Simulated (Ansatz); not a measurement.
# AlBrH₄Si (SMILES [SiH3][AlH][Br]): functionals against CCSD(T) at one geometry

An exercise on one series of results from a longer session: the logs are not shown, and one member is left open.

Program: Ansatz 0.2.0, Gaussian basis. Level of theory: single points in def2-TZVPP. These are calculated values, not measurements.

Correlated methods freeze the cores. Filled d shells of the heavier atoms are correlated.

### The system as given

SMILES `[SiH3][AlH][Br]`, 7 atoms, charge 0, spin multiplicity 1.

Atoms are counted from 1 here; the program's logs count them from 0.

Bond lengths: Si1–Al2 2.457 Å, Si1–H4 1.549 Å, Si1–H5 1.464 Å, Si1–H6 1.487 Å, Al2–Br3 2.252 Å, Al2–H7 1.535 Å. Angles: Al2–Si1–H4 111.0°, Al2–Si1–H5 116.1°, Al2–Si1–H6 114.0°, H4–Si1–H5 103.4°, H4–Si1–H6 105.0°, H5–Si1–H6 106.4°, Si1–Al2–Br3 128.2°, Si1–Al2–H7 123.1°, Br3–Al2–H7 108.7°.

Geometry (Å):

```xyz
7
charge 0, multiplicity 1
Si   -0.9345    0.5546   -0.3533
Al    1.1127   -0.5042    0.4985
Br    1.8840   -2.5796    0.0861
H    -2.0106   -0.5077   -0.6883
H    -0.7986    1.3048   -1.6029
H    -1.5894    1.4717    0.6167
H     2.0978    0.2086    1.4361
```

Set-up of the first run:

File run/in.yaml:

```yaml
crystal:
  periodic: [false, false, false]
  atoms:
    - {symbol: Si, position_ang: [-0.934500, 0.554600, -0.353300]}
    - {symbol: Al, position_ang: [1.112700, -0.504200, 0.498500]}
    - {symbol: Br, position_ang: [1.884000, -2.579600, 0.086100]}
    - {symbol: H, position_ang: [-2.010600, -0.507700, -0.688300]}
    - {symbol: H, position_ang: [-0.798600, 1.304800, -1.602900]}
    - {symbol: H, position_ang: [-1.589400, 1.471700, 0.616700]}
    - {symbol: H, position_ang: [2.097800, 0.208600, 1.436100]}
basis:
  gaussian: {orbitals: def2-TZVPP}
correlation: {method: ccsd_t}
output: {forces: true}
```

The command line of these runs was not kept.

Steps of the session up to this table: CCSD(T)/def2-TZVPP; PBE0-D4/def2-TZVPP; wB97M-V/def2-TZVPP; r2SCAN-D4/def2-TZVPP; PBE-D4/def2-TZVPP; SPW92/def2-TZVPP; r2SCAN0-D4/def2-TZVPP.

One table of the session follows, with a row left open; its other results are not shown here.

| method | RMS force component (eV/Å) | angle to CCSD(T) forces (°) | dipole (D) |
| --- | --- | --- | --- |
| CCSD(T) | 0.447 | reference | 1.09 |
| PBE0-D4 | 0.442 | 6.4 | 1.16 |
| wB97M-V | 0.444 | 6.2 | 1.17 |
| r2SCAN-D4 | 0.436 | 5.6 | 1.11 |
| PBE-D4 | 0.441 | 17.2 | 1.03 |
| SPW92 | 0.435 | 22.8 | 1.12 |
| r2SCAN0-D4 | ? | ? | ? |

Estimate the missing values for r2SCAN0-D4.

As computed: RMS force component (eV/Å): 0.448; angle to CCSD(T) forces (°): 5.2; dipole (D): 1.19. In the column «RMS force component (eV/Å)» it is the highest.
